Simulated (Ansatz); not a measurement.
# Cr (bcc type): the cost of one run

Method: DFT, PBE, all-electron LAPW, scalar-relativistic, in Ansatz 0.2.0.

### 1 The starting structure

Symmetry: Im-3m, No. 229, cubic system. The conventional cell has a = 2.127 Å, b = 2.127 Å, c = 2.127 Å, α = 90.00°, β = 90.00°, γ = 90.00°. Cr (site symmetry m-3m) is surrounded by 8 Cr at 1.84 Å.

Structure file:

```
Cr
1.0
    -1.06365    1.06365    1.06365
     1.06365   -1.06365    1.06365
     1.06365    1.06365   -1.06365
Cr
1
Direct
  0.00000 0.00000 0.00000
```

### 2 Bcc relaxed under pressure, LAPW

Contents of input.yaml:

```yaml
crystal:
  lattice:
    - [-1.063645965, 1.063645965, 1.063645965]
    - [1.063645965, -1.063645965, 1.063645965]
    - [1.063645965, 1.063645965, -1.063645965]
  atoms:
    - { symbol: Cr, position: [0.0, 0.0, 0.0], spin: 2.0 }
magnetization:
  spin_polarized: true
kpoints:
  mp_grid: { grid: [25, 25, 25] }
scf:
  occupations: { method: fermi_dirac, width: 0.1 }
hamiltonian:
  xc: pbe
  pseudopotentials: { kind: all_electron, lapw: { basis_error: 0.0005 } }
output:
  forces: true
  stress: true
  eigenvalues: true
relax:
  f_tol: 0.005
  max_steps: 12
  cell: { p_target: 1200.0, stress_tol: 0.6 }
```

Launch:

```bash
$ ansatz run input.yaml --threads 2 --pin off --max-ram 7168MiB --backend cpu --events-out ev --progress --plain --runs-dir out
```

What time and memory should one allow on 2 threads of Intel Xeon Platinum 8488C (Sapphire Rapids), shared host?

About 2.1 min, with a peak of 0.95 GiB.
